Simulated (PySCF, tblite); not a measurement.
# C11H9FO2S: excited states

Aim: compute the excited states of C11H9FO2S (`CS(=O)(=O)c1ccc(F)c2ccccc12`).

Programs: tblite 0.8.0 and PySCF 2.14.0, with routines of our own; each step states its level. All values are computed. Atoms count from 0.

## Step 1: The starting structure

24 atoms, charge 0, multiplicity 1; geometry from: force field or distance geometry start.

## Step 2: Geometry optimisation with GFN2-xTB

The job: settings as JSON, then the geometry in Å.

```
{"job": {"kind": "relax", "xc": "GFN2-xTB", "basis": "xTB"}, "charge": 0, "multiplicity": 1}
C      2.954800     0.659200    -0.692300
S      2.423700    -0.522200     0.511000
O      2.462100     0.088200     1.834600
O      3.191800    -1.729600     0.266200
C      0.722700    -0.867500     0.101000
C      0.449500    -2.134000    -0.454500
C     -0.836600    -2.459700    -0.842700
C     -1.848100    -1.526900    -0.677300
F     -3.085900    -1.880700    -1.073600
C     -1.625600    -0.263300    -0.125300
C     -2.691100     0.642000     0.010100
C     -2.498600     1.902700     0.566700
C     -1.234700     2.279000     1.000900
C     -0.153200     1.389800     0.852900
C     -0.314700     0.107400     0.287200
H      2.364900     1.580800    -0.574000
H      2.814200     0.236400    -1.683300
H      4.002600     0.870400    -0.521200
H      1.243400    -2.869100    -0.573800
H     -1.055900    -3.435500    -1.256500
H     -3.693700     0.368000    -0.304800
H     -3.334000     2.592300     0.672900
H     -1.065200     3.263200     1.452500
H      0.795800     1.728900     1.231000
```

Run with:

```sh
$ OMP_NUM_THREADS=1 python excited_run.py task.json out
```

The driver reads the jobs from task.json and runs them one after another.

Output:

```text
step      E/eV     max force
  0   -1203.22080    1.820
  1   -1203.35319    0.678
  2   -1203.37944    0.456
  3   -1203.39958    0.320
  4   -1203.41707    0.412
  5   -1203.42811    0.238
  6   -1203.43570    0.190
  7   -1203.44157    0.240
  8   -1203.44560    0.196
  9   -1203.44740    0.077
 10   -1203.44851    0.071
 11   -1203.44969    0.085
 12   -1203.45098    0.094
 13   -1203.45201    0.079
 14   -1203.45285    0.062
 15   -1203.45361    0.055
 16   -1203.45426    0.061
 17   -1203.45474    0.057
 18   -1203.45513    0.046
 19   -1203.45550    0.042
 20   -1203.45585    0.049
 21   -1203.45614    0.050
 22   -1203.45637    0.039
 23   -1203.45659    0.036
 24   -1203.45682    0.033
 25   -1203.45704    0.033
 26   -1203.45726    0.030
 27   -1203.45748    0.037
 28   -1203.45768    0.030
 29   -1203.45782    0.026
 30   -1203.45792    0.022
 31   -1203.45800    0.022
 32   -1203.45810    0.024
 33   -1203.45821    0.026
 34   -1203.45831    0.029
 35   -1203.45842    0.025
 36   -1203.45854    0.031
 37   -1203.45869    0.032
 38   -1203.45888    0.035
 39   -1203.45911    0.042
 40   -1203.45940    0.044
 41   -1203.45973    0.058
 42   -1203.46008    0.052
 43   -1203.46041    0.035
 44   -1203.46069    0.033
 45   -1203.46090    0.029
 46   -1203.46106    0.032
 47   -1203.46119    0.026
 48   -1203.46130    0.024
 49   -1203.46140    0.024
 50   -1203.46147    0.019
 51   -1203.46153    0.017
 52   -1203.46159    0.019
 53   -1203.46165    0.021
 54   -1203.46171    0.020
 55   -1203.46176    0.014
 56   -1203.46181    0.013
 57   -1203.46186    0.016
 58   -1203.46191    0.016
 59   -1203.46196    0.013
 60   -1203.46199    0.013
 61   -1203.46202    0.012
 62   -1203.46205    0.018
 63   -1203.46208    0.015
 64   -1203.46209    0.009
```

Wall time 1.3 s (1 thread of Intel Xeon Platinum 8375C at 2.90GHz, shared host).

Relaxation path: (not every step is listed)

```
step  energy from step 0 (eV)  largest force (eV/Å)
   0                   0.0000                1.8200
   1                  -0.1324                0.6781
   2                  -0.1586                0.4563
   3                  -0.1788                0.3205
   4                  -0.1963                0.4121
   5                  -0.2073                0.2385
   6                  -0.2149                0.1904
   7                  -0.2208                0.2397
   8                  -0.2248                0.1961
  13                  -0.2312                0.0789
  18                  -0.2343                0.0464
  23                  -0.2358                0.0359
  28                  -0.2369                0.0298
  33                  -0.2374                0.0258
  38                  -0.2381                0.0352
  43                  -0.2396                0.0350
  48                  -0.2405                0.0241
  53                  -0.2408                0.0214
  58                  -0.2411                0.0164
  59                  -0.2412                0.0130
  60                  -0.2412                0.0130
  61                  -0.2412                0.0117
  62                  -0.2413                0.0180
  63                  -0.2413                0.0147
  64                  -0.2413                0.0091
```

Close pairs (by a distance rule), those that changed most:

```
   bond  before (Å)  after (Å)  change (Å)
  C0–S1       1.768      1.819      +0.052
  C4–C5       1.410      1.366      -0.044
C12–C13       1.408      1.369      -0.039
 C4–C14       1.436      1.411      -0.025
C10–C11       1.391      1.367      -0.024
  S1–O2       1.458      1.438      -0.020
  C6–C7       1.386      1.367      -0.019
  C5–C6       1.382      1.401      +0.019
```

The final coordinates are the input of the step that follows.

## Step 3: Infrared spectrum with GFN2-xTB

The job: settings as JSON, then the geometry in Å.

```
{"job": {"kind": "ir", "xc": "GFN2-xTB", "basis": "xTB"}, "charge": 0, "multiplicity": 1}
C      2.895743     0.644259    -0.768990
S      2.399147    -0.489555     0.564575
O      2.489706     0.211565     1.816721
O      3.164388    -1.697070     0.422396
C      0.689353    -0.864221     0.146808
C      0.460346    -2.085201    -0.420881
C     -0.822535    -2.438280    -0.859396
C     -1.834419    -1.529714    -0.719429
F     -3.068171    -1.850490    -1.154426
C     -1.646717    -0.255411    -0.137953
C     -2.697447     0.674174    -0.001129
C     -2.467434     1.894491     0.570467
C     -1.187464     2.224976     1.039772
C     -0.146622     1.343932     0.920640
C     -0.341696     0.083657     0.319592
H      2.254649     1.515708    -0.747292
H      2.799880     0.107868    -1.703869
H      3.927220     0.924493    -0.595035
H      1.286876    -2.770854    -0.520194
H     -1.013890    -3.401051    -1.304906
H     -3.680734     0.400592    -0.352873
H     -3.272112     2.606600     0.673145
H     -1.026982     3.186265     1.504117
H      0.827182     1.583032     1.315697
```

Output:

```text
mode    cm-1     km/mol
  1      49.7      2.79
  2      64.3      5.36
  3     109.9      0.25
  4     132.7      1.90
  5     140.8      1.71
  6     155.5      2.36
  7     197.7      1.32
  8     238.5      4.07
  9     254.6      2.84
 10     281.9      1.53
 11     313.4      1.21
 12     345.8      6.01
 13     385.8      1.51
 14     426.2     24.52
 15     444.1     69.75
 16     455.0     16.29
 17     485.0    110.42
 18     509.4      7.75
 19     533.9     13.68
 20     564.3      2.09
 21     596.3      5.62
 22     612.7     11.31
 23     700.4    130.33
 24     719.4     10.18
 25     723.9     44.99
 26     780.2      0.86
 27     781.2     32.74
 28     839.5     60.40
 29     847.4     52.14
 30     858.9      6.91
 31     887.4      0.88
 32     914.0      0.22
 33     924.1      1.64
 34     931.5     48.96
 35     936.6      7.04
 36    1036.1     69.63
 37    1084.0      3.31
 38    1111.4    300.34
 39    1133.9    123.55
 40    1168.9      7.37
 41    1177.7     10.24
 42    1192.3      1.65
 43    1235.7     56.54
 44    1242.3    188.69
 45    1258.0    209.87
 46    1270.6     34.46
 47    1333.2      0.63
 48    1350.4     43.96
 49    1382.6     15.90
 50    1411.5      4.55
 51    1425.0      4.49
 52    1432.4     11.97
 53    1446.1     14.72
 54    1500.7     47.44
 55    1554.0     26.77
 56    1602.1     14.96
 57    1604.9      6.47
 58    3065.3      1.19
 59    3082.1      1.49
 60    3087.3      4.70
 61    3088.2      5.07
 62    3094.1     19.60
 63    3102.4     28.52
 64    3107.9      0.99
 65    3117.2      3.77
 66    3123.6      2.62
```

Wall time 2.6 s (1 thread of Intel Xeon Platinum 8375C at 2.90GHz, shared host).

Which atoms move in the most intense modes:

```
cm⁻¹  km/mol                                 atoms
 444    69.8                     C14 12 %, S1 10 %
 485   110.4             O2 26 %, O3 24 %, S1 18 %
 700   130.3                      C0 34 %, S1 33 %
1036    69.6   C9 20 %, C13 16 %, C7 15 %, F8 13 %
1111   300.3   O2 28 %, O3 26 %, S1 19 %, H19 12 %
1134   123.5                     H19 40 %, C4 12 %
1242   188.7  H23 18 %, S1 17 %, H20 13 %, O3 12 %
1258   209.9   S1 26 %, H23 17 %, O3 16 %, O2 15 %
```

## Step 4: Excited states: TDA wB97X-D/def2-SVP

The job, as its differences from that of step 3:

```diff
@@ -1,2 +1,2 @@
-{"job": {"kind": "ir", "xc": "GFN2-xTB", "basis": "xTB"}, "charge": 0, "multiplicity": 1}
+{"job": {"kind": "states", "xc": "wB97X-D", "basis": "def2-SVP", "tda": true, "soc": true, "nstates": 8, "ntriplets": 4, "nquad": 4}, "charge": 0, "multiplicity": 1}
 C      2.895743     0.644259    -0.768990
```

With the program's defaults for keys left out, this is: TDA wB97X-D/def2-SVP excited states, vertical, gas phase, spin-orbit mean-field couplings.

Output:

```text
coarse grid: 22408 points
cycle   1  E = -1071.6616301766  dE =  4.193e+00  |g| = 1.291e+00  |ddm| = 6.418e+00
cycle   2  E = -1071.3493587592  dE =  3.123e-01  |g| = 1.887e+00  |ddm| = 3.580e+00
cycle   3  E = -1071.9955071663  dE = -6.461e-01  |g| = 1.316e-01  |ddm| = 2.224e+00
cycle   4  E = -1071.9983382055  dE = -2.831e-03  |g| = 8.073e-02  |ddm| = 2.558e-01
cycle   5  E = -1071.9999230164  dE = -1.585e-03  |g| = 1.498e-02  |ddm| = 1.056e-01
cycle   6  E = -1071.9999799934  dE = -5.698e-05  |g| = 4.366e-03  |ddm| = 2.491e-02
cycle   7  E = -1071.9999858442  dE = -5.851e-06  |g| = 1.331e-03  |ddm| = 7.074e-03
final grid: 217408 points
cycle   8  E = -1072.1487145663  dE = -1.236e-04  |g| = 6.939e-03  |ddm| = 8.804e-02
cycle   9  E = -1072.1487154349  dE = -8.687e-07  |g| = 7.325e-03  |ddm| = 1.773e-02
cycle  10  E = -1072.1487244580  dE = -9.023e-06  |g| = 6.584e-04  |ddm| = 7.691e-03
cycle  11  E = -1072.1487245459  dE = -8.794e-08  |g| = 4.501e-04  |ddm| = 1.532e-03
cycle  12  E = -1072.1487245948  dE = -4.885e-08  |g| = 1.024e-04  |ddm| = 6.672e-04
cycle  13  E = -1072.1487245977  dE = -2.969e-09  |g| = 4.361e-05  |ddm| = 1.738e-04
cycle  14  E = -1072.1487245986  dE = -8.972e-10  |g| = 1.446e-05  |ddm| = 9.849e-05
converged SCF energy = -1072.1487245986

Singlet excitations
state   eV       nm        f     d(h-e)  d(exc)  Lambda  PR(NTO)  |dmu|/D   mu/D   main configurations
  1   4.7340   261.9   0.00153   0.070   3.187   0.640   2.037    0.136    4.331   H->L+1 0.50, H-1->L 0.47
  2   4.8644   254.9   0.16195   0.365   3.457   0.870   1.271    1.113    5.040   H->L 0.87, H-1->L+1 0.09
  3   5.9640   207.9   0.00229   2.183   3.867   0.403   1.034    6.761    5.525   H-2->L 0.89
  4   6.3970   193.8   0.00861   0.415   3.825   0.605   1.755    1.321    3.598   H-3->L 0.39, H-4->L 0.29, H->L+2 0.27
  5   6.5253   190.0   0.31120   1.475   3.795   0.558   1.973                     H-3->L 0.43, H->L+2 0.26
  6   6.5727   188.6   0.46853   0.649   3.231   0.616   2.278                     H-1->L+2 0.20, H-4->L+1 0.18, H-1->L 0.16
  7   6.6426   186.7   0.48811   0.885   3.303   0.596   2.507                     H-1->L+2 0.17, H-4->L+1 0.15, H->L+1 0.15
  8   6.7848   182.7   0.39145   0.293   3.084   0.721   2.413                     H->L+2 0.34, H-4->L 0.33, H-1->L 0.09

Triplet excitations (Tamm-Dancoff)
state   eV     d(h-e)  d(exc)  Lambda  PR(NTO)   main configurations
  1   3.1239   0.053   3.051   0.860   1.207   H->L 0.90
  2   4.2496   0.118   3.165   0.637   2.098   H-1->L 0.51, H->L+1 0.45
  3   4.4428   0.155   2.863   0.680   2.094   H->L+1 0.28, H->L+2 0.21, H-1->L 0.19
  4   4.5040   0.078   2.878   0.665   2.046   H-1->L 0.25, H->L+1 0.23, H->L+2 0.20
S1 - T1 = 1.6101 eV

Spin-orbit couplings |<S|Hso|T>| (cm-1)
             T1       T2       T3       T4
S0        0.305    0.312    0.509    0.566
S1        0.109    0.017    0.044    0.058
S2        0.069    0.070    0.371    0.378
S3        1.850    0.491    1.056    1.680
S4        1.512    0.611    1.207    1.582
S5        2.697    0.959    2.248    2.632
S6        1.083    0.374    1.130    1.259
S7        1.162    0.584    0.897    1.631
S8        0.765    0.232    0.842    0.857
T1 sublevels (cm-1): 0.000 0.000 0.000   radiative rates (1/s): 0.0317 0.00395 0.0672
```

Wall time 2.2 min (1 thread of Intel Xeon Platinum 8375C at 2.90GHz, shared host); peak memory 1.3 GiB.

In short:

```
  quantity    value
S1 less T1  1.61 eV
```

Orbitals, density, ELF and potential are computed afterwards from the orbital file.

Frontier orbitals at wB97X-D/def2-SVP, with the share of their density that lies nearest to each atom:

```
orbital  energy (eV)                                                        lies on
   HOMO        -8.62  C4, C10, C13 about 15 % each; C7 12 %; C6, C11 about 8 % each
   LUMO        -0.28  C4, C7 about 15 % each; C5, C10, C13 about 10 % each; C12 7 %
```

ELF in a plane through or near 10 of the atoms.

Values, 10 rows by 14 columns:
```
0.00 0.00 0.00 0.00 0.00 0.00 0.00 0.00 0.00 0.00 0.00 0.00 0.00 0.00
0.00 0.00 0.00 0.00 0.00 0.00 0.00 0.00 0.00 0.00 0.00 0.00 0.00 0.00
0.00 0.00 0.00 0.00 0.00 0.00 0.00 0.01 0.93 0.98 0.03 0.00 0.00 0.00
0.00 0.00 0.06 0.10 0.01 0.01 0.85 0.55 0.61 0.56 0.48 0.99 0.70 0.00
0.00 0.00 0.02 0.21 0.76 0.16 0.05 0.85 0.32 0.44 0.41 0.35 0.03 0.00
0.00 0.00 0.24 0.40 0.42 0.77 0.55 0.40 0.73 0.93 0.49 0.94 0.13 0.00
0.00 0.00 0.07 0.37 0.03 0.67 0.24 0.24 0.30 0.36 0.09 0.03 0.00 0.00
0.00 0.00 0.00 0.00 0.84 0.81 0.35 0.41 0.40 0.77 0.80 0.04 0.00 0.00
0.00 0.00 0.00 0.00 0.00 0.00 0.62 0.99 0.42 0.02 0.02 0.00 0.00 0.00
0.00 0.00 0.00 0.00 0.00 0.00 0.00 0.00 0.00 0.00 0.00 0.00 0.00 0.00
```
The map spans 12.8 Å across and 12.8 Å up, centred on the molecule. Atoms in the plane (x, y in Å): C5 (-0.9, -2.0), C6 (0.2, -2.7), C7 (1.4, -2.0), C9 (1.5, -0.6), C10 (2.8, 0.0), C11 (2.8, 1.4), C12 (1.7, 2.1), C14 (0.4, 0.1), H19 (0.2, -3.8), H21 (3.8, 1.9).

On the surface of density 0.002 e/bohr³ the electrostatic potential runs, from the 1st to the 99th percentile, from -1.78 V near O2 to 1.21 V near H16.

## Step 5: What came out

```
                                 quantity                  value
strongest single infrared mode (GFN2-xTB)  1111 cm⁻¹, 300 km/mol
             zero-point energy (GFN2-xTB)         107.2 kcal/mol
S1 less T1 (step 4, TDA wB97X-D/def2-SVP)                1.61 eV
    surface potential, 1st and 99th percentile     -1.78 V and 1.21 V
```

What this shows: All 66 modes are real, so the xTB geometry is a minimum. The strongest single mode, at 1111 cm⁻¹, is spread over several atoms, O2, O3, S1, H19 among them. GFN2-xTB is a fitted tight-binding method: band positions and strengths are rough. Its intensities can rank the bands wrongly. In step 4, the number of triplets below S1 is at least 4, and the largest singlet-triplet spin-orbit coupling is S5–T1, 2.70 cm⁻¹.
